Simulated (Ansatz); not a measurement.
# C₄H₇InO: taking an electron away

The task here is to estimate one member of a computed series from the others.

Computed with Ansatz 0.2.0, Gaussian basis. Level: unrestricted cation, the program's frozen cores in correlated methods.

Plan: UKS PBE-D4/def2-TZVPP; UKS r2SCAN-D4/def2-TZVPP; UKS PBE0-D4/def2-TZVPP; UKS B3LYP-D4/def2-TZVPP; UKS wB97X-V/def2-TZVPP; UKS wB97M-V/def2-TZVPP; UKS B2PLYP/def2-TZVPP; UHF-CCSD(T)/def2-TZVPP; UHF-MP2/def2-QZVPP; extrapolation to the limit; then −ε(HOMO) from the neutral's earlier runs with LDA (SPW92), PBE-D4, revPBE-D4, BLYP-D4, r2SCAN-D4, B97M-V, PBE0-D4, B3LYP-D4, r2SCANh-D4, r2SCAN0-D4, HSE06-D4, BHLYP-D4, CAM-B3LYP-D4, LC-ωPBE, ωB97X-V, ωB97M-V.

## Structure used throughout

An earlier PBE0-D4 in a triple-zeta def2 set relaxation fixed the geometry. In takes the def2 core potential; no spin-orbit term is included.

SMILES `C=C=C[O][InH][CH3]`, 13 atoms, charge 0, spin multiplicity 1.

Atoms are counted from 1 here; the program's logs count them from 0.

Bond lengths: C1–C2 1.314 Å, C1–H7 1.091 Å, C1–H8 1.090 Å, C2–C3 1.322 Å, C3–O4 1.325 Å, C3–H9 1.091 Å, O4–In5 2.107 Å, In5–C6 2.131 Å, In5–H10 1.707 Å, C6–H11 1.090 Å, C6–H12 1.090 Å, C6–H13 1.091 Å. Angles: C2–C1–H7 122.1°, C2–C1–H8 122.0°, H7–C1–H8 115.9°, C1–C2–C3 170.8°, C2–C3–O4 122.1°, C2–C3–H9 120.7°, O4–C3–H9 117.2°, C3–O4–In5 103.5°, O4–In5–C6 108.8°, O4–In5–H10 110.0°, C6–In5–H10 139.6°, In5–C6–H11 108.4°, In5–C6–H12 111.1°, In5–C6–H13 110.1°, H11–C6–H12 109.6°, H11–C6–H13 108.9°, H12–C6–H13 108.6°.

Set-up of the first run:

File in.yaml:

```yaml
crystal:
  periodic: [false, false, false]
  atoms:
    - {symbol: C, position_ang: [1.146698, -1.632309, -0.407977]}
    - {symbol: C, position_ang: [0.042532, -1.606758, 0.303276]}
    - {symbol: C, position_ang: [-1.125082, -1.420558, 0.894025]}
    - {symbol: O, position_ang: [-1.900284, -0.383588, 0.611859]}
    - {symbol: In, position_ang: [-0.769219, 0.706178, -0.792170]}
    - {symbol: C, position_ang: [0.382542, 2.170250, 0.243036]}
    - {symbol: H, position_ang: [2.072154, -1.174778, -0.056588]}
    - {symbol: H, position_ang: [1.209307, -2.161823, -1.359200]}
    - {symbol: H, position_ang: [-1.486588, -2.122487, 1.647055]}
    - {symbol: H, position_ang: [-1.305958, 0.355606, -2.374583]}
    - {symbol: H, position_ang: [0.620429, 1.783459, 1.233778]}
    - {symbol: H, position_ang: [1.304607, 2.394727, -0.293585]}
    - {symbol: H, position_ang: [-0.191157, 3.092072, 0.351074]}
basis:
  gaussian: {orbitals: def2-TZVPP}
total_charge: 1
magnetization: {spin_polarized: true, initial_magnetization: 1}
hamiltonian: {xc: pbe, dispersion: d4}
```

Launch:

```bash
> ansatz run in.yaml --threads 2 --pin off --events-out ev --progress --plain --max-ram 32768MiB --backend cuda --devices 0, --max-vram 18GiB
```

Steps of the session up to this table: Cation, UKS PBE-D4/def2-TZVPP; Cation, UKS r2SCAN-D4/def2-TZVPP; Cation, UKS PBE0-D4/def2-TZVPP; Cation, UKS B3LYP-D4/def2-TZVPP; Cation, UKS wB97X-V/def2-TZVPP; Cation, UKS wB97M-V/def2-TZVPP; Cation, UKS B2PLYP (frozen core)/def2-TZVPP; Cation, UHF-CCSD(T)/def2-TZVPP; Cation, UHF-MP2/def2-QZVPP.

One of the session's tables, all rows but one given; the rest of the session is left out.

For comparison, −ε(HOMO) of the neutral from earlier runs:

| functional | −ε(HOMO) (eV) |
| --- | --- |
| LDA (SPW92) | 5.03 |
| PBE-D4 | 4.87 |
| revPBE-D4 | 4.80 |
| BLYP-D4 | 4.75 |
| r2SCAN-D4 | 5.07 |
| B97M-V | 5.15 |
| PBE0-D4 | 6.07 |
| B3LYP-D4 | 5.87 |
| r2SCANh-D4 | 5.52 |
| r2SCAN0-D4 | 6.21 |
| HSE06-D4 | 5.67 |
| BHLYP-D4 | ? |
| CAM-B3LYP-D4 | 7.39 |
| LC-ωPBE | 8.68 |
| ωB97X-V | 8.35 |
| ωB97M-V | 8.28 |

Q: Estimate the row for BHLYP-D4 from the others.

Worked estimate for «−ε(HOMO) (eV)». Against the share of exact exchange, BLYP-D4 (0, 4.75), B3LYP-D4 (0.2, 5.87) give a slope of 5.60 per unit share; at 0.5 the line stands at 7.55.

As computed: −ε(HOMO) (eV): 7.18. In «−ε(HOMO) (eV)» the line misses by +0.37.
